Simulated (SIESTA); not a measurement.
Ba2Tl5V3O12 in SIESTA: the effect of functional

Crystal: Ba2Tl5V3O12.

```
Ba V Tl O
1.0
     4.23698    2.44622    6.12840
    -4.23698    2.44622    6.12840
     0.00000   -4.89244    6.12840
Ba V Tl O
2 3 5 12
Direct
  0.50000 0.50000 0.50000
  0.00000 0.00000 0.00000
  0.50000 0.50000 0.00000
  0.00000 0.50000 0.50000
  0.50000 0.00000 0.50000
  0.00000 0.00000 0.50000
  0.50000 0.00000 0.00000
  0.00000 0.50000 0.00000
  0.74045 0.74045 0.74045
  0.25955 0.25955 0.25955
  0.71652 0.08089 0.41242
  0.41242 0.71652 0.08089
  0.08089 0.41242 0.71652
  0.58757 0.91911 0.28348
  0.91911 0.28348 0.58757
  0.28348 0.58757 0.91911
  0.28348 0.91911 0.58757
  0.58757 0.28348 0.91911
  0.91911 0.58757 0.28348
  0.41242 0.08089 0.71652
  0.08089 0.71652 0.41242
  0.71652 0.41242 0.08089
```

The cell was built by a generator and needn't be a form met in nature.

Alike in all runs:

```yaml
Program: SIESTA 5.4.2
Task: band structure
Basis: DZP (energy shift 0.003 Ry; two zetas on semicore shells; d shell added on Ba)
Grid_cutoff: 800 Ry
Energy_shift: 0.003 Ry
k_mesh: 4 × 4 × 4
Occupations: fermi-dirac, width 0.05 eV
Spin: collinear spin, ferromagnetic start
Starting_moments: "[0.0, 0.0, 2.0, 2.0, 2.0, 0.0, 0.0, 0.0, 0.0, 0.0, 0.0, 0.0, 0.0, 0.0, 0.0, 0.0, 0.0, 0.0, 0.0, 0.0, 0.0, 0.0] μB"
```

**Question.** One run gave: pressure 4.2 GPa; moment 1.12 μB; largest force 0.33 eV/Å. Which functional did it use?
A. AM05
B. PBEsol
C. LDA
D. RPBE
E. BLYP

**Answer.** D.

| functional | potentials or basis | pressure (GPa) | moment (μB) | largest force (eV/Å) |
| --- | --- | --- | --- | --- |
| LDA | PseudoDojo 0.4 standard (LDA files) | -6.1 | 0.81 | 0.25 |
| PBEsol | PseudoDojo 0.4 standard (PBEsol files) | -2.7 | 1.04 | 0.08 |
| PBE | PseudoDojo 0.4 standard (PBE files) | 1.4 | 1.09 | 0.23 |
| RPBE | PseudoDojo 0.4 standard (PBE files) | 4.2 | 1.12 | 0.33 |
| BLYP | PseudoDojo 0.4 standard (PBE files) | 5.6 | 1.07 | 0.46 |
| AM05 | PseudoDojo 0.4 standard (PBEsol files) | -2.0 | 0.96 | 0.14 |

Caveats: this set's barium file shifts pressures by up to 1 GPa against other sets; the basis of atomic orbitals isn't converged, which shifts pressures, moduli and gaps; the potentials were made for another functional, which shifts forces and pressure (some runs).
